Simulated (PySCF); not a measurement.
# C₉H₁₄: vibronic structure

What do calculations give for the vibronic structure of C₉H₁₄ (`C#C/C(=C\C)[C@@H](C)CC`)?

Programs: PySCF 2.14.0, with routines of our own; each step states its level. All values are computed. Atoms count from 0.

### Step 1. The system as given

23 atoms, charge 0, multiplicity 1; geometry from: GFN2-xTB.

### Step 2. Vibronic structure: TDA B3LYP/def2-SV(P)

Job settings and geometry (Å):

```
{"job": {"kind": "vib", "xc": "B3LYP", "basis": "def2-SV(P)", "tda": true}, "charge": 0, "multiplicity": 1}
C      1.534299    -0.028322     2.213805
C      1.123274    -0.015340     1.085209
C      0.595425    -0.022470    -0.229282
C      1.203902     0.612147    -1.233217
C      2.476724     1.380894    -1.124100
C     -0.686861    -0.800906    -0.410920
C     -0.442268    -2.278373    -0.097554
C     -1.798469    -0.238373     0.483524
C     -2.127715     1.212463     0.153680
H      1.904012    -0.034631     3.195631
H      0.759539     0.580386    -2.219983
H      2.319258     2.415807    -1.429982
H      2.855103     1.365739    -0.104971
H      3.228955     0.953621    -1.788157
H     -0.998851    -0.709093    -1.457269
H     -1.349711    -2.856835    -0.257220
H      0.341115    -2.678630    -0.737932
H     -0.132799    -2.395669     0.938738
H     -2.693472    -0.852312     0.357582
H     -1.484656    -0.311026     1.527135
H     -2.433796     1.310327    -0.886116
H     -1.259237     1.846910     0.316597
H     -2.938524     1.570672     0.783986
```

With the program's defaults for keys left out, this is: TDA B3LYP/def2-SV(P) vertical-gradient vibronic structure (displaced harmonic oscillators, Condon), gas phase.

Started as:

```bash
> OMP_NUM_THREADS=1 python excited_run.py task.json out
```

The driver reads the jobs from task.json and runs them one after another.

Log:

```text
final grid: 81232 points
cycle   1  E = -350.9406447557  dE =  9.241e-01  |g| = 5.345e-01  |ddm| = 5.089e+00
cycle   2  E = -350.9300198209  dE =  1.062e-02  |g| = 5.757e-01  |ddm| = 1.451e+00
cycle   3  E = -351.0201711603  dE = -9.015e-02  |g| = 1.048e-01  |ddm| = 7.951e-01
cycle   4  E = -351.0219001028  dE = -1.729e-03  |g| = 6.337e-02  |ddm| = 1.556e-01
cycle   5  E = -351.0228755347  dE = -9.754e-04  |g| = 1.328e-02  |ddm| = 6.290e-02
cycle   6  E = -351.0229170382  dE = -4.150e-05  |g| = 4.850e-03  |ddm| = 1.977e-02
cycle   7  E = -351.0229226764  dE = -5.638e-06  |g| = 1.535e-03  |ddm| = 6.536e-03
cycle   8  E = -351.0229233501  dE = -6.737e-07  |g| = 1.937e-04  |ddm| = 2.087e-03
cycle   9  E = -351.0229233598  dE = -9.666e-09  |g| = 5.470e-05  |ddm| = 3.420e-04
cycle  10  E = -351.0229233605  dE = -7.119e-10  |g| = 1.584e-05  |ddm| = 7.502e-05
converged SCF energy = -351.0229233605

Singlet excitations (eV, f): 5.637 (0.0003)  5.983 (0.3009)  6.213 (0.0006)  7.114 (0.1319)  7.158 (0.0015)  7.346 (0.0102)

State S1  5.6371 eV  f = 0.00032  H-1->L 0.98
  relaxed dipole 2.305 D, largest gradient of the excitation energy 0.1828 Eh/bohr
  mode    cm-1        S   lambda/meV  Raman
   49   2250.4    1.2411     346.3   1.000
   48   1692.9    0.3182      66.8   0.145
   35   1311.9    0.1019      16.6   0.028
   63   3392.9    0.0351      14.7   0.064
   24   1005.9    0.1006      12.5   0.016
   16    565.5    0.1501      10.5   0.008
   19    739.2    0.0732       6.7   0.006
   15    560.6    0.0636       4.4   0.003
   29   1113.9    0.0257       3.6   0.005
   38   1401.8    0.0194       3.4   0.006
   28   1089.0    0.0241       3.3   0.005
   34   1287.1    0.0178       2.8   0.005
  reorganisation energy 0.5182 eV, total S 2.592, 0-0 5.1188 eV
  absorption maximum 5.401 eV, width 0.598 eV

State S2  5.9829 eV  f = 0.30086  H->L 0.74, H-1->L+1 0.16
  relaxed dipole 0.270 D, largest gradient of the excitation energy 0.1441 Eh/bohr
  mode    cm-1        S   lambda/meV  Raman
   49   2250.4    0.7872     219.6   1.000
   48   1692.9    0.4406      92.5   0.317
   63   3392.9    0.0234       9.9   0.068
   19    739.2    0.0594       5.4   0.008
   42   1481.3    0.0218       4.0   0.012
   24   1005.9    0.0276       3.4   0.007
   35   1311.9    0.0209       3.4   0.009
   38   1401.8    0.0100       1.7   0.005
    6    188.1    0.0461       1.1   0.000
    8    221.4    0.0368       1.0   0.000
   33   1247.5    0.0059       0.9   0.002
  reorganisation energy 0.3503 eV, total S 1.596, 0-0 5.6326 eV
  absorption maximum 5.635 eV, width 0.322 eV

State S4  7.1142 eV  f = 0.13191  H-2->L 0.82
  relaxed dipole 4.425 D, largest gradient of the excitation energy 0.0796 Eh/bohr
  mode    cm-1        S   lambda/meV  Raman
   31   1179.8    0.8908     130.3   0.785
   48   1692.9    0.5509     115.6   1.000
   49   2250.4    0.2916      81.4   0.935
   37   1353.3    0.2767      46.4   0.321
   19    739.2    0.4063      37.2   0.141
   14    473.5    0.5812      34.1   0.083
   32   1207.7    0.1897      28.4   0.175
   16    565.5    0.2937      20.6   0.059
   11    318.3    0.4727      18.7   0.030
   15    560.6    0.2293      15.9   0.046
   39   1409.6    0.0840      14.7   0.106
   13    409.8    0.1797       9.1   0.019
  reorganisation energy 0.6387 eV, total S 5.695, 0-0 6.4755 eV
  absorption maximum 7.036 eV, width 0.762 eV

State T1  3.5425 eV  f = 0.00000  H->L 0.97
  relaxed dipole 0.292 D, largest gradient of the excitation energy 0.1531 Eh/bohr
  mode    cm-1        S   lambda/meV  Raman
   48   1692.9    2.0168     423.3   1.000
   49   2250.4    0.4185     116.8   0.367
   35   1311.9    0.1499      24.4   0.045
   24   1005.9    0.1397      17.4   0.024
   42   1481.3    0.0421       7.7   0.016
   37   1353.3    0.0347       5.8   0.011
   29   1113.9    0.0340       4.7   0.007
   33   1247.5    0.0302       4.7   0.008
   36   1346.5    0.0278       4.6   0.009
   19    739.2    0.0483       4.4   0.005
   63   3392.9    0.0091       3.8   0.018
   16    565.5    0.0530       3.7   0.003
  reorganisation energy 0.6503 eV, total S 3.536, 0-0 2.8922 eV
  absorption maximum 3.314 eV, width 0.732 eV
```

Wall time 36 s (1 thread of Arm Neoverse V2, shared host); peak memory 0.88 GiB.

### Step 3. Vibronic structure: TDA B97-2/3-21G

The job, as its differences from that of step 2:

```diff
@@ -1,2 +1,2 @@
-{"job": {"kind": "vib", "xc": "B3LYP", "basis": "def2-SV(P)", "tda": true}, "charge": 0, "multiplicity": 1}
+{"job": {"kind": "vib", "xc": "B97-2", "basis": "3-21G", "tda": true}, "charge": 0, "multiplicity": 1}
 C      1.534299    -0.028322     2.213805
```

Level: TDA B97-2/3-21G vertical-gradient vibronic structure (displaced harmonic oscillators, Condon), gas phase.

Log:

```text
final grid: 81232 points
cycle   1  E = -349.2309722733  dE =  7.942e-01  |g| = 3.991e-01  |ddm| = 4.824e+00
cycle   2  E = -349.2372519752  dE = -6.280e-03  |g| = 3.726e-01  |ddm| = 9.704e-01
cycle   3  E = -349.2734041429  dE = -3.615e-02  |g| = 6.669e-02  |ddm| = 4.724e-01
cycle   4  E = -349.2740442028  dE = -6.401e-04  |g| = 4.366e-02  |ddm| = 1.082e-01
cycle   5  E = -349.2744991288  dE = -4.549e-04  |g| = 9.961e-03  |ddm| = 4.789e-02
cycle   6  E = -349.2745240342  dE = -2.491e-05  |g| = 2.862e-03  |ddm| = 1.433e-02
cycle   7  E = -349.2745262109  dE = -2.177e-06  |g| = 6.145e-04  |ddm| = 3.944e-03
cycle   8  E = -349.2745263224  dE = -1.115e-07  |g| = 1.126e-04  |ddm| = 1.131e-03
cycle   9  E = -349.2745263257  dE = -3.303e-09  |g| = 2.528e-05  |ddm| = 1.651e-04
cycle  10  E = -349.2745263259  dE = -1.693e-10  |g| = 5.120e-06  |ddm| = 4.542e-05
converged SCF energy = -349.2745263259

Singlet excitations (eV, f): 5.966 (0.0005)  6.311 (0.3210)  6.510 (0.0005)  7.396 (0.1213)  7.622 (0.0194)  7.724 (0.0081)

State S1  5.9663 eV  f = 0.00046  H-1->L 0.97
  relaxed dipole 2.285 D, largest gradient of the excitation energy 0.1877 Eh/bohr
  mode    cm-1        S   lambda/meV  Raman
   49   2250.4    1.3161     367.2   1.000
   48   1692.9    0.3256      68.3   0.140
   35   1311.9    0.1088      17.7   0.028
   63   3392.9    0.0388      16.3   0.067
   24   1005.9    0.0866      10.8   0.013
   16    565.5    0.1497      10.5   0.007
   19    739.2    0.0893       8.2   0.007
    6    188.1    0.2103       4.9   0.001
   15    560.6    0.0621       4.3   0.003
   29   1113.9    0.0278       3.8   0.005
   14    473.5    0.0650       3.8   0.002
   38   1401.8    0.0191       3.3   0.006
  reorganisation energy 0.5509 eV, total S 2.949, 0-0 5.4154 eV
  absorption maximum 5.699 eV, width 0.848 eV

State S2  6.3110 eV  f = 0.32102  H->L 0.73, H-1->L+1 0.16
  relaxed dipole 0.309 D, largest gradient of the excitation energy 0.1474 Eh/bohr
  mode    cm-1        S   lambda/meV  Raman
   49   2250.4    0.8307     231.8   1.000
   48   1692.9    0.4743      99.6   0.323
   63   3392.9    0.0253      10.6   0.069
   19    739.2    0.0834       7.6   0.011
   42   1481.3    0.0270       5.0   0.014
   24   1005.9    0.0268       3.3   0.006
   35   1311.9    0.0187       3.0   0.008
   38   1401.8    0.0138       2.4   0.006
    6    188.1    0.0743       1.7   0.001
   33   1247.5    0.0071       1.1   0.003
   37   1353.3    0.0053       0.9   0.002
  reorganisation energy 0.3756 eV, total S 1.762, 0-0 5.9354 eV
  absorption maximum 5.937 eV, width 0.326 eV

State S4  7.3961 eV  f = 0.12134  H-2->L 0.84
  relaxed dipole 5.147 D, largest gradient of the excitation energy 0.0791 Eh/bohr
  mode    cm-1        S   lambda/meV  Raman
   31   1179.8    1.1689     171.0   1.000
   48   1692.9    0.5537     116.2   0.975
   37   1353.3    0.5576      93.6   0.628
   49   2250.4    0.2878      80.3   0.896
   19    739.2    0.4653      42.6   0.156
   14    473.5    0.5578      32.7   0.077
   32   1207.7    0.2183      32.7   0.196
   11    318.3    0.6104      24.1   0.038
   16    565.5    0.2774      19.4   0.055
   15    560.6    0.2222      15.4   0.043
   43   1487.7    0.0564      10.4   0.077
   13    409.8    0.1967      10.0   0.020
  reorganisation energy 0.7551 eV, total S 6.708, 0-0 6.6410 eV
  absorption maximum 7.315 eV, width 0.820 eV

State T1  3.7337 eV  f = 0.00000  H->L 0.97
  relaxed dipole 0.278 D, largest gradient of the excitation energy 0.1548 Eh/bohr
  mode    cm-1        S   lambda/meV  Raman
   48   1692.9    2.1087     442.6   1.000
   49   2250.4    0.4107     114.6   0.344
   35   1311.9    0.1482      24.1   0.042
   24   1005.9    0.1345      16.8   0.023
   42   1481.3    0.0462       8.5   0.017
   37   1353.3    0.0349       5.8   0.011
   19    739.2    0.0540       4.9   0.005
   33   1247.5    0.0314       4.9   0.008
   29   1113.9    0.0334       4.6   0.007
   36   1346.5    0.0270       4.5   0.008
   63   3392.9    0.0085       3.6   0.016
   16    565.5    0.0496       3.5   0.003
  reorganisation energy 0.6674 eV, total S 3.613, 0-0 3.0662 eV
  absorption maximum 3.488 eV, width 0.734 eV
```

Wall time 23 s (1 thread of Arm Neoverse V2, shared host); peak memory 0.81 GiB.

### Step 4. Outcome

| quantity | value |
| --- | --- |
| S1: vertical, reorganisation, 0-0, total S (step 2, TDA B3LYP/def2-SV(P), modes from GFN2-xTB) | 5.64, 0.52, 5.12 eV; 2.6 |
| S2: vertical, reorganisation, 0-0, total S (step 2, TDA B3LYP/def2-SV(P), modes from GFN2-xTB) | 5.98, 0.35, 5.63 eV; 1.6 |
| S4: vertical, reorganisation, 0-0, total S (step 2, TDA B3LYP/def2-SV(P), modes from GFN2-xTB) | 7.11, 0.64, 6.48 eV; 5.7 |
| S1: vertical, reorganisation, 0-0, total S (step 3, TDA B97-2/3-21G, modes from GFN2-xTB) | 5.97, 0.55, 5.42 eV; 2.9 |
| S2: vertical, reorganisation, 0-0, total S (step 3, TDA B97-2/3-21G, modes from GFN2-xTB) | 6.31, 0.38, 5.94 eV; 1.8 |
| S4: vertical, reorganisation, 0-0, total S (step 3, TDA B97-2/3-21G, modes from GFN2-xTB) | 7.40, 0.76, 6.64 eV; 6.7 |

Some states lie very close; unless symmetry makes them partners, their order is unsure. The vibronic model keeps the ground-state modes (from xTB) and shifts them along the gradient alone, so it can miss much of the relaxation that a full optimisation finds.
